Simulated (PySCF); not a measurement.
# H2O2Pb: changing the method

Starting from one script, swap the method and compare what comes out for H2O2Pb.

Computed with PySCF 2.14.0. Level: each script names its method and basis.

4 further runs of the same task are left out: 2 for a known fault of the program, 2 that didn't finish.

### 1 Starting geometry

H2O2Pb: 5 atoms, charge 0, spin multiplicity 1.

Bond lengths: Pb1–O2 2.046 Å, Pb1–O3 2.046 Å, O2–H4 0.942 Å, O3–H5 0.942 Å. Angles: O2–Pb1–O3 98.7°, Pb1–O2–H4 116.3°, Pb1–O3–H5 116.3°.

Geometry (Å):

```
Pb    0.00030    0.00100   -0.19490
O     1.54030   -0.18980    1.13890
O    -1.54310    0.17840    1.13690
H     1.30760   -0.16680    2.05090
H    -1.31280    0.14610    2.04930
```

### 2 The run that the others are compared with

Contents of input.py:

```python
from pyscf import gto, scf, mp

mol = gto.M(
    atom='Pb 0.0003 0.001 -0.1949; O 1.5403 -0.1898 1.1389; O -1.5431 0.1784 1.1369; H 1.3076 -0.1668 2.0509; H -1.3128 0.1461 2.0493',
    basis='def2-svp',
    ecp={'Pb': 'def2-svp'},
    charge=0,
    spin=0,
    verbose=3,
)
mf = scf.RHF(mol)
mf.kernel()
mp.MP2(mf, frozen=6).kernel()
mf.dip_moment()
print('orbital energies (hartree):', mf.mo_energy[..., max(0, mol.nelec[1]-3):mol.nelec[0]+3].round(4))
```

Launch:

```console
> OMP_NUM_THREADS=1 python input.py
```

### 3 Wb97 (RKS)

Variant 1 changes functional: none (Hartree–Fock) → wb97; SCF type: RHF → RKS; step after the SCF: mp2 → analyze.

input.py: that of step 2 with these lines changed.

```diff
@@ -1,2 +1,2 @@
-from pyscf import gto, scf, mp
+from pyscf import gto, dft
 
@@ -10,5 +10,5 @@
 )
-mf = scf.RHF(mol)
+mf = dft.RKS(mol, xc='wb97')
 mf.kernel()
-mp.MP2(mf, frozen=6).kernel()
+mf.mulliken_pop()
 mf.dip_moment()
```

### 4 Frozen orbitals none

Variant 2 changes frozen orbitals: 6 → none.

input.py: that of step 2 with these lines changed.

```diff
@@ -12,3 +12,3 @@
 mf.kernel()
-mp.MP2(mf, frozen=6).kernel()
+mp.MP2(mf).kernel()
 mf.dip_moment()
```

What does the calculation give? Wanted: for each run, E(SCF); from base; SCF dipole; after the SCF.

As calculated:

| run | E(SCF) (hartree) | from base (eV) | SCF dipole (D) | after the SCF |
| --- | --- | --- | --- | --- |
| base | -342.610743 | 0 | 0.64 | MP2 correlation -12.998 eV, core frozen |
| wb97 (RKS) | -344.424715 | not comparable | 0.27 | n/a |
| frozen orbitals none | -342.610743 | 0.0000 | 0.64 | MP2 correlation -13.480 eV |

A lower total energy from another functional means nothing by itself. The dearest run is “wb97 (RKS)”, at 10 s against 2.2 s.
